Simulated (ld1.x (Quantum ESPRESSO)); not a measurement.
# B: a TM potential and its near relatives

Aim: generate and test one potential in full, then change a few of its settings and see what happens to hardness, ghosts and transferability.

The numbers are computed with ld1.x (Quantum ESPRESSO) 7.5 (BLYP, scalar-relativistic, spin-unpolarised reference atom).

3 further runs of the same task are left out: 3 set aside as unsound or not needed.

### Step 1. Settings

The settings as typed:

* element: boron (B, Z = 5)
* type: norm-conserving Troullier–Martins (Kleinman–Bylander form)
* frozen core: [He]
* valence charge: 3
* reference configuration: 2s2 2p1
* partial waves: 2p (bound): rc 3.40 bohr; 3d channel at 0.1 Ry: rc 3.30 bohr; 2s (bound): rc 1.62 bohr
* local potential: the s channel
* core correction: not asked for

### Step 2. Generation of the first potential

B.in

```
 &input
   title='B', zed=5., rel=1, dft='BLYP', iswitch=3,
   config='[He] 2s2 2p1 3d-2',
   nld=3, rlderiv=3.70, eminld=-3.0, emaxld=5.0, deld=0.02
 /
 &inputp
   pseudotype=2, tm=.true., lloc=0,
   nlcc=.false.,
   file_pseudopw='B.UPF', file_wfcaegen='ae.wfc', file_wfcncgen='nc.wfc', file_beta='beta', file_chi='chi'
 /
3
2P  2  1   1.00   0.00  3.40  3.40  0.0
3D  3  2  -2.00   0.10  3.30  3.30  0.0
2S  1  0   2.00   0.00  1.62  1.62  0.0
 &test
   configts(1)='2s2 2p1'
 /
```

Run with:

```console
$ ld1.x < B.in > B.out
```

Output in B.out (without the banner and most projector matrices):

```text
     Program LD1 v.7.5
     --------------------------- All-electron run ----------------------------

     B
     scalar relativistic calculation

     atomic number is  5.00
     dft =BLYP   lsd =0 sic =0 latt =0  beta=0.20 tr2=1.0E-14
     Exchange-correlation= BLYP
                           (   1   3   1   3   0   0   0)
     mesh =1059 r(mesh) = 101.04461 a.u. xmin = -7.00 dx = 0.01250
     1 Ry =  13.60569312 eV, c = 137.03599908

     n l     nl                  e(Ry)          e(Ha)          e(eV)
     1 0     1S 1( 2.00)       -13.3076        -6.6538      -181.0585
     2 0     2S 1( 2.00)        -0.6837        -0.3418        -9.3015
     2 1     2P 1( 1.00)        -0.2600        -0.1300        -3.5370

     final scf error:  5.0E-16 reached in  22 iterations

     Etot =     -49.289704 Ry,     -24.644852 Ha,    -670.620582 eV

     Ekin =      49.145891 Ry,      24.572946 Ha,     668.663913 eV
     Encl =    -113.902860 Ry,     -56.951430 Ha,   -1549.727365 eV
     Eh   =      23.154043 Ry,      11.577022 Ha,     315.026808 eV
     Exc  =      -7.686778 Ry,      -3.843389 Ha,    -104.583938 eV

     normalization and overlap integrals

     s(1S/1S) =  1.000000  <r> =   0.3295  <r2> =    0.1475  r(max) =   0.2103
     s(2S/2S) =  1.000000  <r> =   1.9520  <r2> =    4.6148  r(max) =   1.4964
     s(2P/2P) =  1.000000  <r> =   2.3082  <r2> =    6.9686  r(max) =   1.5536

     ------------------------ End of All-electron run ------------------------

     --------------------- Generating NC pseudopotential ---------------------

      Generating local pot.: lloc=0, matching radius rcloc =   1.6200

      Wfc   2P  rcut= 3.372  Using Troullier-Martins method

      Wfc   3D  rcut= 3.289  Using Troullier-Martins method

     ------------------- End of pseudopotential generation -------------------

     [... the all-electron block is printed once more ...]


     Computing logarithmic derivative in   3.70370
     Message from routine run_pseudo:
     Warning: convergence not achieved
     Computing logarithmic derivative in   3.70370
     Computing the partial wave expansion
       no projector for channel:   0
     R is outside the sphere for l=    1 j= 0.00
     R is outside the sphere for l=    2 j= 0.00

     ---------------------- Testing the pseudopotential ----------------------

     B
     scalar relativistic calculation

     atomic number is  5.00   valence charge is  3.00
     dft =BLYP   lsd =0 sic =0 latt =0  beta=0.20 tr2=1.0E-14
     mesh =1059 r(mesh) = 101.04461 xmin = -7.00 dx = 0.01250

     n l     nl             e AE (Ry)        e PS (Ry)    De AE-PS (Ry)
     1 0     2S   1( 2.00)       -0.68365       -0.68365        0.00000
     2 1     2P   1( 1.00)       -0.25996       -0.25996        0.00000

     eps = 1.7E-13  iter =201

     Etot =     -49.289704 Ry,     -24.644852 Ha,    -670.620582 eV
     Etotps =    -5.128612 Ry,      -2.564306 Ha,     -69.778318 eV

     Ekin =       2.282476 Ry,       1.141238 Ha,      31.054668 eV
     Encl =      -9.405706 Ry,      -4.702853 Ha,    -127.971146 eV
     Ehrt =       3.948715 Ry,       1.974358 Ha,      53.725010 eV
     Ecxc =      -1.573529 Ry,      -0.786765 Ha,     -21.408957 eV
     Epseu=      -0.380568 Ry,      -0.190284 Ha,      -5.177893 eV

     ---------------------- End of pseudopotential test ----------------------
```

Wall time 3.2 s (1 thread, shared host). This counts the later configuration tests of the new file too.

Partial waves on a coarse radial grid (AE all-electron, PS pseudo):

| r (bohr) | 2p AE | 2p PS |
| --- | --- | --- |
| 0.170 | 0.0681 | 0.0211 |
| 0.340 | 0.1918 | 0.0816 |
| 0.510 | 0.3145 | 0.1734 |
| 0.680 | 0.4181 | 0.2842 |
| 0.850 | 0.4982 | 0.3993 |
| 1.020 | 0.5567 | 0.5047 |
| 1.190 | 0.5956 | 0.5890 |
| 1.360 | 0.6170 | 0.6456 |
| 1.530 | 0.6241 | 0.6734 |
| 1.700 | 0.6203 | 0.6759 |
| 1.870 | 0.6082 | 0.6593 |
| 2.040 | 0.5903 | 0.6306 |
| 2.210 | 0.5684 | 0.5960 |
| 2.380 | 0.5437 | 0.5601 |
| 2.550 | 0.5174 | 0.5256 |
| 2.720 | 0.4903 | 0.4935 |
| 2.890 | 0.4631 | 0.4639 |
| 3.060 | 0.4360 | 0.4362 |
| 3.230 | 0.4096 | 0.4096 |
| 3.400 | 0.3839 | 0.3839 |
| 3.570 | 0.3591 | 0.3591 |
| 3.740 | 0.3354 | 0.3354 |
| 3.910 | 0.3128 | 0.3128 |
| 4.080 | 0.2913 | 0.2913 |
| 4.250 | 0.2710 | 0.2710 |
| 4.420 | 0.2518 | 0.2518 |

### Step 3. Testing the new file in other configurations

B.test.in

```
 &input
   title='B', zed=5., rel=1, dft='BLYP', iswitch=2,
   config='[He] 2s2 2p1 3d-2'
 /
 &test
   file_pseudo='B.UPF', nconf=8,
   configts(1)='2s2 2p1',
   configts(2)='2s2 2p0',
   configts(3)='2s1 2p0',
   configts(4)='2s2 2p0.5',
   configts(5)='2s1 2p1',
   configts(6)='2s1 2p2',
   configts(7)='2s0 2p3',
   configts(8)='2s2 2p1.3'
 /
```

Run with:

```console
$ ld1.x < B.test.in > B.test.out
```

B.test.out, the pseudopotential blocks, each with the warnings that came before it:

```text
     Warning: convergence not achieved
     ---------------------- Testing the pseudopotential ----------------------

     B
     scalar relativistic calculation

     atomic number is  5.00   valence charge is  3.00
     dft =BLYP   lsd =0 sic =0 latt =0  beta=0.20 tr2=1.0E-14
     mesh =1059 r(mesh) = 101.04461 xmin = -7.00 dx = 0.01250

     n l     nl             e AE (Ry)        e PS (Ry)    De AE-PS (Ry)
     1 0     2S   1( 2.00)       -0.68365       -0.68365        0.00000
     2 1     2P   1( 1.00)       -0.25996       -0.25996        0.00000

     eps = 1.8E-12  iter =201

     Etot =     -49.289703 Ry,     -24.644852 Ha,    -670.620580 eV
     Etotps =    -5.128612 Ry,      -2.564306 Ha,     -69.778318 eV

     Ekin =       2.282476 Ry,       1.141238 Ha,      31.054668 eV
     Encl =      -9.405706 Ry,      -4.702853 Ha,    -127.971146 eV
     Ehrt =       3.948715 Ry,       1.974358 Ha,      53.725010 eV
     Ecxc =      -1.573529 Ry,      -0.786765 Ha,     -21.408957 eV
     Epseu=      -0.380568 Ry,      -0.190284 Ha,      -5.177893 eV

     ---------------------- End of pseudopotential test ----------------------

     Warning: convergence not achieved
     ---------------------- Testing the pseudopotential ----------------------

     B
     [...]
     n l     nl             e AE (Ry)        e PS (Ry)    De AE-PS (Ry)
     1 0     2S   1( 2.00)       -1.42616       -1.40987       -0.01628  !
     2 1     2P   1( 0.00)       -0.98117       -0.94988       -0.03129  !

     eps = 1.7E-13  iter =201

     Etot =     -48.689004 Ry,     -24.344502 Ha,    -662.447646 eV
     Etotps =    -4.538644 Ry,      -2.269322 Ha,     -61.751397 eV
     dEtot_ae =       0.600700 Ry
     dEtot_ps =       0.589968 Ry,   Delta E=       0.010732 Ry

     [...]
     ---------------------- End of pseudopotential test ----------------------

     Warning: convergence not achieved
     Warning: n=2, l=1 expected 0 nodes, found 1
     ---------------------- Testing the pseudopotential ----------------------

     B
     [...]
     n l     nl             e AE (Ry)        e PS (Ry)    De AE-PS (Ry)
     1 0     2S   1( 1.00)       -2.31226       -2.28189       -0.03037  !
     2 1     2P   1( 0.00)       -1.87884       -1.79162       -0.08722  !

     eps = 3.9E-13  iter =201

     Etot =     -46.825794 Ry,     -23.412897 Ha,    -637.097380 eV
     Etotps =    -2.697507 Ry,      -1.348753 Ha,     -36.701449 eV
     dEtot_ae =       2.463910 Ry
     dEtot_ps =       2.431105 Ry,   Delta E=       0.032805 Ry

     [...]
     ---------------------- End of pseudopotential test ----------------------

     Warning: convergence not achieved
     ---------------------- Testing the pseudopotential ----------------------

     B
     [...]
     n l     nl             e AE (Ry)        e PS (Ry)    De AE-PS (Ry)
     1 0     2S   1( 2.00)       -1.02889       -1.02535       -0.00355
     2 1     2P   1( 0.50)       -0.59082       -0.58253       -0.00830  !

     eps = 1.7E-13  iter =201

     Etot =     -49.079717 Ry,     -24.539859 Ha,    -667.763572 eV
     Etotps =    -4.920224 Ry,      -2.460112 Ha,     -66.943059 eV
     dEtot_ae =       0.209986 Ry
     dEtot_ps =       0.208388 Ry,   Delta E=       0.001598 Ry

     [...]
     ---------------------- End of pseudopotential test ----------------------

     Warning: convergence not achieved
     ---------------------- Testing the pseudopotential ----------------------

     B
     [...]
     n l     nl             e AE (Ry)        e PS (Ry)    De AE-PS (Ry)
     1 0     2S   1( 1.00)       -1.43142       -1.44170        0.01028  !
     2 1     2P   1( 1.00)       -0.98663       -0.98117       -0.00546  !

     eps = 5.6E-13  iter =201

     Etot =     -48.244162 Ry,     -24.122081 Ha,    -656.395268 eV
     Etotps =    -4.078328 Ry,      -2.039164 Ha,     -55.488482 eV
     dEtot_ae =       1.045541 Ry
     dEtot_ps =       1.050284 Ry,   Delta E=      -0.004742 Ry

     [...]
     ---------------------- End of pseudopotential test ----------------------

     Warning: convergence not achieved
     ---------------------- Testing the pseudopotential ----------------------

     B
     [...]
     n l     nl             e AE (Ry)        e PS (Ry)    De AE-PS (Ry)
     1 0     2S   1( 1.00)       -0.71777       -0.72570        0.00793  !
     2 1     2P   1( 2.00)       -0.29147       -0.29686        0.00539  !

     eps = 5.0E-13  iter =201

     Etot =     -48.864648 Ry,     -24.432324 Ha,    -664.837409 eV
     Etotps =    -4.702235 Ry,      -2.351118 Ha,     -63.977167 eV
     dEtot_ae =       0.425055 Ry
     dEtot_ps =       0.426377 Ry,   Delta E=      -0.001321 Ry

     [...]
     ---------------------- End of pseudopotential test ----------------------

     ---------------------- Testing the pseudopotential ----------------------

     B
     [...]
     n l     nl             e AE (Ry)        e PS (Ry)    De AE-PS (Ry)
     1 0     2S   1( 0.00)       -0.74627       -0.76428        0.01800  !
     2 1     2P   1( 3.00)       -0.31793       -0.32841        0.01048  !

     eps = 9.0E-15  iter = 21

     Etot =     -48.437288 Ry,     -24.218644 Ha,    -659.022876 eV
     Etotps =    -4.270776 Ry,      -2.135388 Ha,     -58.106871 eV
     dEtot_ae =       0.852416 Ry
     dEtot_ps =       0.857836 Ry,   Delta E=      -0.005420 Ry

     [...]
     ---------------------- End of pseudopotential test ----------------------

     Warning: convergence not achieved
     ---------------------- Testing the pseudopotential ----------------------

     B
     [...]
     n l     nl             e AE (Ry)        e PS (Ry)    De AE-PS (Ry)
     1 0     2S   1( 2.00)       -0.50883       -0.50845       -0.00039
     2 1     2P   1( 1.30)       -0.09634       -0.09708        0.00074

     eps = 3.6E-12  iter =201

     Etot =     -49.342389 Ry,     -24.671194 Ha,    -671.337399 eV
     Etotps =    -5.181463 Ry,      -2.590732 Ha,     -70.497396 eV
     dEtot_ae =      -0.052685 Ry
     dEtot_ps =      -0.052851 Ry,   Delta E=       0.000166 Ry

     [...]
     ---------------------- End of pseudopotential test ----------------------
```

Excitation and ionisation energies from 2s2 2p1, with the error of the potential. A star marks tests that logged a warning.

```tsv
valence configuration	charge	ΔE all-electron (eV)	error AE − PS (meV)
2s2 2p0 *	+1	8.173	+146
2s1 2p0 *	+2	33.523	+446
2s2 2p0.5 *	+0.5	2.857	+22
2s1 2p1 *	+1	14.225	-65
2s1 2p2 *	0	5.783	-18
2s0 2p3	0	11.598	-74
2s2 2p1.3 *	-0.3	-0.717	+2.3
```

### Step 4. Does it scatter like the atom?

Taken from the files of the generation run. The phase is arctan(r·u′/u) with u = r·R, unwrapped, with energies in Ry. A pole is an energy at which the radial function vanishes at the test radius. The pseudo phase is shifted by a multiple of π to meet the all-electron one at the reference energy. Levels narrower than the energy grid can be missing from the poles. The last column is the largest difference on the grid between −1 and +1 Ry.

| channel | radius (bohr) | reference (Ry) | poles AE | poles PS | window around the reference with phases within 0.05 rad (Ry) | largest difference near zero (rad) |
| --- | --- | --- | --- | --- | --- | --- |
| s | 3.70 | -0.68 | -0.57, 2.10 | -0.57, 2.06 | below 3.3 | 0.027 |
| p | 3.70 | -0.26 | -0.10, 2.17 | -0.09, 2.52 | below 0.5 | 0.305 |
| d | 3.70 | 0.10 | 1.52, 4.61 | 1.53, 4.87 | below 2.5 | 0.002 |

Phases (rad) along the scan:

| E (Ry) | p AE | p PS | d AE | d PS |
| --- | --- | --- | --- | --- |
| -3.00 | 1.411 | 1.411 | 1.420 | 1.420 |
| -2.52 | 1.396 | 1.396 | 1.408 | 1.408 |
| -2.04 | 1.374 | 1.375 | 1.392 | 1.392 |
| -1.56 | 1.342 | 1.342 | 1.369 | 1.369 |
| -1.08 | 1.284 | 1.284 | 1.337 | 1.337 |
| -0.60 | 1.094 | 1.096 | 1.282 | 1.282 |
| -0.12 | -1.532 | -1.530 | 1.164 | 1.164 |
| 0.36 | -1.937 | -1.916 | 0.709 | 0.709 |
| 0.84 | -3.010 | -2.705 | -1.068 | -1.065 |
| 1.32 | -4.402 | -4.275 | -1.499 | -1.496 |
| 1.80 | -4.632 | -4.571 | -1.653 | -1.647 |
| 2.28 | -4.732 | -4.677 | -1.825 | -1.801 |
| 2.76 | -4.817 | -4.743 | -2.607 | -2.330 |
| 3.24 | -4.948 | -4.802 | -4.342 | -4.208 |
| 3.72 | -5.505 | -4.880 | -4.580 | -4.538 |
| 4.20 | -7.398 | -5.044 | -4.665 | -4.639 |
| 4.68 | -7.688 | -5.882 | -4.720 | -4.695 |

### Step 5. Cutoff and ghost test in a Bessel basis

A separate test, outside the generator: the pseudo-atom's Hamiltonian at the reference potential is diagonalised in spherical Bessel functions j_l(qr) that vanish at 20 bohr, with q² up to the cutoff.

All-electron valence levels (Ry): 2p -0.2600, 2s -0.6836. The lowest levels of each channel (Ry) by cutoff; the last column sums, over occupied levels, occupation times the distance from the level at 400 Ry. A positive value at high cutoff is not a bound level.

| cutoff (Ry) | p #1 | d #1 | s #1 | f #1 | Σ f·Δε (mRy) |
| --- | --- | --- | --- | --- | --- |
| 8 | -0.2419 | 0.0588 | -0.6514 | 0.1063 | 82.6 |
| 12 | -0.2592 | 0.0588 | -0.6695 | 0.1063 | 29.1 |
| 18 | -0.2599 | 0.0588 | -0.6809 | 0.1063 | 5.6 |
| 21 | -0.2599 | 0.0588 | -0.6821 | 0.1063 | 3.1 |
| 30 | -0.2600 | 0.0588 | -0.6825 | 0.1063 | 2.3 |
| 45 | -0.2600 | 0.0588 | -0.6833 | 0.1063 | 0.7 |
| 55 | -0.2600 | 0.0588 | -0.6836 | 0.1063 | 0.1 |
| 400 | -0.2600 | 0.0588 | -0.6836 | 0.1063 | 0.0 |

The sum stays within 10 mRy from 18 Ry and within 1 mRy from 45 Ry. The sum leaves out empty levels, which can need more. Ghost test: no level below the all-electron spectrum of its channel (p, d, s, f tested).

### Step 6. Now with waves 2p (bound): rc 3.45 bohr; 3d channel at 0.1 Ry: rc 3.35 bohr; 2s (bound): rc 1.10 …

In full, the change is: waves 2p (bound): rc 3.45 bohr; 3d channel at 0.1 Ry: rc 3.35 bohr; 2s (bound): rc 1.10 bohr.

B.in

```
 &input
   title='B', zed=5., rel=1, dft='BLYP', iswitch=3,
   config='[He] 2s2 2p1 3d-2',
   nld=3, rlderiv=3.75, eminld=-3.0, emaxld=5.0, deld=0.02
 /
 &inputp
   pseudotype=2, tm=.true., lloc=0,
   nlcc=.false.,
   file_pseudopw='B.UPF', file_wfcaegen='ae.wfc', file_wfcncgen='nc.wfc', file_beta='beta', file_chi='chi'
 /
3
2P  2  1   1.00   0.00  3.45  3.45  0.0
3D  3  2  -2.00   0.10  3.35  3.35  0.0
2S  1  0   2.00   0.00  1.10  1.10  0.0
 &test
   configts(1)='2s2 2p1'
 /
```

Run with:

```console
$ ld1.x < B.in > B.out
```

Output in B.out (without the banner and most projector matrices):

```text
     Program LD1 v.7.5
     [... all-electron run as in step 2 ...]


     --------------------- Generating NC pseudopotential ---------------------

      Generating local pot.: lloc=0, matching radius rcloc =   1.1000

      Wfc   2P  rcut= 3.458  Using Troullier-Martins method

      Wfc   3D  rcut= 3.372  Using Troullier-Martins method

     ------------------- End of pseudopotential generation -------------------

     [... all-electron run as in step 2 ...]


     Computing logarithmic derivative in   3.75028
     Message from routine run_pseudo:
     Warning: convergence not achieved
     Computing logarithmic derivative in   3.75028
     Computing the partial wave expansion
       no projector for channel:   0
     R is outside the sphere for l=    1 j= 0.00
     R is outside the sphere for l=    2 j= 0.00

     ---------------------- Testing the pseudopotential ----------------------

     B
     scalar relativistic calculation

     atomic number is  5.00   valence charge is  3.00
     dft =BLYP   lsd =0 sic =0 latt =0  beta=0.20 tr2=1.0E-14
     mesh =1059 r(mesh) = 101.04461 xmin = -7.00 dx = 0.01250

     n l     nl             e AE (Ry)        e PS (Ry)    De AE-PS (Ry)
     1 0     2S   1( 2.00)       -0.68365       -0.68365        0.00000
     2 1     2P   1( 1.00)       -0.25996       -0.25996        0.00000

     eps = 2.6E-13  iter =201

     Etot =     -49.289704 Ry,     -24.644852 Ha,    -670.620582 eV
     Etotps =    -5.123051 Ry,      -2.561526 Ha,     -69.702661 eV

     Ekin =       2.299111 Ry,       1.149555 Ha,      31.280997 eV
     Encl =      -9.422295 Ry,      -4.711147 Ha,    -128.196851 eV
     Ehrt =       3.942521 Ry,       1.971260 Ha,      53.640730 eV
     Ecxc =      -1.575016 Ry,      -0.787508 Ha,     -21.429190 eV
     Epseu=      -0.367372 Ry,      -0.183686 Ha,      -4.998347 eV

     ---------------------- End of pseudopotential test ----------------------
```

Run time: 3.2 s. Hardware: 1 thread, shared host. This counts the later configuration tests of the new file too.

The new file went through the configuration test as well (its log is not shown).

Excitation and ionisation energies from 2s2 2p1, with the error of the potential. A star marks tests that logged a warning.

```tsv
valence configuration	charge	ΔE all-electron (eV)	error AE − PS (meV)
2s2 2p0 *	+1	8.173	+155
2s1 2p0 *	+2	33.523	+475
2s2 2p0.5 *	+0.5	2.857	+23
2s1 2p1 *	+1	14.225	-70
2s1 2p2 *	0	5.783	-22
2s0 2p3	0	11.598	-86
2s2 2p1.3 *	-0.3	-0.717	+2.4
```

With this change the loose cutoff goes from 18 Ry to 21 Ry, the largest test error goes from +446 to +475 meV and there is no bound ghost.

### Step 7. Comparison

Cutoffs, loose and tight: the cutoffs (Ry, on a coarse ladder) from which the occupation-weighted sum of valence levels, in a spherical-Bessel basis at the reference potential, stays within 10 and 1 mRy of its value at 400 Ry; empty and scattering waves don't count. The number of plane waves in a given cell goes as the cutoff to the power 3/2; it is given for the loose cutoff, relative to the first potential. Test errors are all-electron less pseudo. The phase difference is the largest within 1 Ry of zero, over the channels with partial waves.

```csv
change,outcome,"cutoff, loose","cutoff, tight","plane waves, relative",bound ghosts,largest test error (meV),phase difference near zero (rad)
first potential,generated,18 Ry,45 Ry,1.00,none,+446,0.305
waves 2p (bound): rc 3.45 bohr; 3d channel at 0.1 Ry: rc 3.35 bohr; 2s (bound): rc 1.10 bohr,generated,21 Ry,70 Ry,1.26,none,+475,0.365
```

In words: The softest is the first potential, at 18 Ry; the highest cutoff read, 21 Ry, costs 1.3 times the plane waves. Among those with the same tests, the first potential has the smallest worst error, +446 meV.

The first potential by itself. The worst unpolarised test, 2s1 2p0, is off by 446 meV on 33.5 eV; by total energies transferability rates as poor. The potential is soft on the atom at that tolerance: the looser tolerance needs 18 Ry. The slowest occupied level is 2s: taken alone it needs 35 Ry to come within 1 mRy, against 12 Ry for 2p. It is free of bound ghosts as far as tested.
